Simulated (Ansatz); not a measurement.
# AlH2Te: the cost of one run

Program: Ansatz 0.2.0. Level of theory: UKS PBE-D4/def2-SVP. These are calculated values, not measurements.

### Step 1. Starting point

Bond lengths: Al1–Te2 2.548 Å, Al1–H3 1.590 Å, Te2–H4 1.666 Å. Angles: Al1–Te2–H4 78.2°, Te2–Al1–H3 121.6°.

Structure file:

```xyz
4

Al    0.2731   -0.9493   -0.1140
Te   -0.0255    1.5463    0.3018
H     0.3066   -1.9951    1.0831
H    -0.5543    1.3980   -1.2709
```

### Step 2. End point A

File input.yaml:

```yaml
crystal:
  periodic: [false, false, false]
  atoms:
    - { symbol: Al, position_ang: [0.27313, -0.94925, -0.11397] }
    - { symbol: Te, position_ang: [-0.02547, 1.54632, 0.30176] }
    - { symbol: H, position_ang: [0.30663, -1.99507, 1.08309] }
    - { symbol: H, position_ang: [-0.5543, 1.398, -1.27088] }
magnetization:
  spin_polarized: true
  initial_magnetization: 1
basis:
  gaussian: { orbitals: def2-SVP }
hamiltonian:
  xc: pbe
  dispersion: d4
relax:
  f_tol: 0.015
  max_steps: 40
```

Command:

```sh
$ ansatz run input.yaml --threads 1 --pin off --max-ram 2048MiB --backend cpu --events-out ev --progress --plain --runs-dir out
```

What time and memory should one allow on 1 thread of an Arm CPU, shared host?

About 12 s, with a peak of 0.12 GiB.
